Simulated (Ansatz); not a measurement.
# SiSe (P-6m2) in Ansatz: equation of state

How stiff is SiSe in PBE, and what volume does it want? The cell is scaled to several volumes.

All numbers are computed with Ansatz 0.2.0; they aren't measurements. Logs are shortened: lines on timing, memory, paths and dates and some standing lists are left out, and cuts for length are marked.

### 1 The crystal as given

It takes space group P-6m2 (No. 187, hexagonal). The conventional cell has a = 3.595 Å, b = 3.595 Å, c = 3.599 Å, α = 90.00°, β = 90.00°, γ = 120.00°. Around Si (site symmetry -6m2) lie 6 Se at 2.75 Å. Se (site symmetry -6m2) is surrounded by 6 Si at 2.75 Å.

The cell was built by a generator and needn't be a form met in nature.

### 2 Equation of state, PBE

Potentials or basis: all-electron LAPW, scalar-relativistic.

No new run: the results of the series are fitted here.

Results:

| Item | Value |
| --- | --- |
| Equilibrium volume | 20.27 Å³/atom |
| Bulk modulus at fixed shape and positions | 54 GPa |
| Pressure derivative of the bulk modulus | 3.0 |

Energy against volume, from the lowest point:
```tsv
volume (Å³/atom)	energy (meV/atom)
18.933	16.20
19.336	7.65
19.739	2.32
20.142	0.00
20.544	0.46
20.947	3.49
21.350	8.86
```

Caveat: the cell was scaled at fixed shape and fractional positions, which overstates the stiffness of a crystal with free parameters, most of all of layers and chains.
